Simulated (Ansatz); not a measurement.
This script makes an atomisation energy of H₄SSeSi, SMILES S[SiH2][SeH] with Ansatz's Python interface.

Contents of `h4ssesi.xyz`:
```text
7

S    -2.05110    0.06550   -0.44970
Si   -0.11000    0.35620    0.29360
Se    1.04130   -1.56360   -0.04190
H    -1.55410   -0.13660   -1.76570
H     0.55590    1.45600   -0.43550
H    -0.16100    0.68100    1.73030
H     2.34030   -0.92650    0.62310
```

`run_tae.py`
```python
"""Energy to split H4SSeSi into its atoms."""

from collections import Counter

import ansatz as az


def total_energy(molecule, charge=0, unpaired=0):
    calc = (
        molecule.calculation()
        .basis(gaussian="6-31G*")
        .correlation("ccsd_t")
    )
    if charge:
        calc = calc.charge(charge)
    if unpaired:
        calc = calc.spin("collinear", total=unpaired)
    report = calc.run(threads=1).report
    if report["published_state_doubts"]:
        print("  doubts:", report["published_state_doubts"])
    return report["free_energy_ev"]


def main() -> None:
    h4ssesi = az.Crystal.molecule_from_extxyz("h4ssesi.xyz")

    # unpaired electrons of the ground-state atoms
    unpaired = {"S": 2, "Si": 2, "Se": 2, "H": 1}
    counts = Counter(site.symbol for site in h4ssesi.cartesian_sites)
    atom_energy = {s: total_energy(az.Crystal.molecule().atom(s, (0, 0, 0)), 0, unpaired[s]) for s in counts}
    whole = total_energy(h4ssesi, 0, 0)
    for s, e in atom_energy.items():
        print(f"{s:2s} x{counts[s]}  {e:14.5f} eV")
    print(f"H4SSeSi: {whole:.5f} eV")
    split = sum(counts[s] * e for s, e in atom_energy.items()) - whole
    print(f"atomisation energy (no zero-point term): {96.485332 * split:.1f} kJ/mol, {split / sum(counts.values()):.3f} eV an atom")


if __name__ == "__main__":
    main()
```

What does it cost to take this molecule apart into atoms?

1660.5 kJ/mol from the electronic energies, without the zero-point term.

What the script printed:

```console
$ python run_tae.py
S  x1    -10818.49264 eV
Si x1     -7861.07413 eV
Se x1    -65300.70532 eV
H  x4       -13.55761 eV
H4SSeSi: -84051.71232 eV
atomisation energy (no zero-point term): 1660.5 kJ/mol, 2.459 eV an atom
```

Notes:
- Total energies depend on the basis set; only differences at equal settings carry meaning.
- The geometry is a force-field or estimated start, not a minimum of this method, and the basis set is short of its limit. All parts are taken at fixed geometry, without zero-point energy.
- In double-zeta sets correlated atomisation energies come out some 10 to 15 % low.
- The spin-orbit lowering of heavy atoms is left out.
- The whole script took 6.4 s on 1 thread of Arm Neoverse V2 (shared host), peak memory 0.26 GiB.
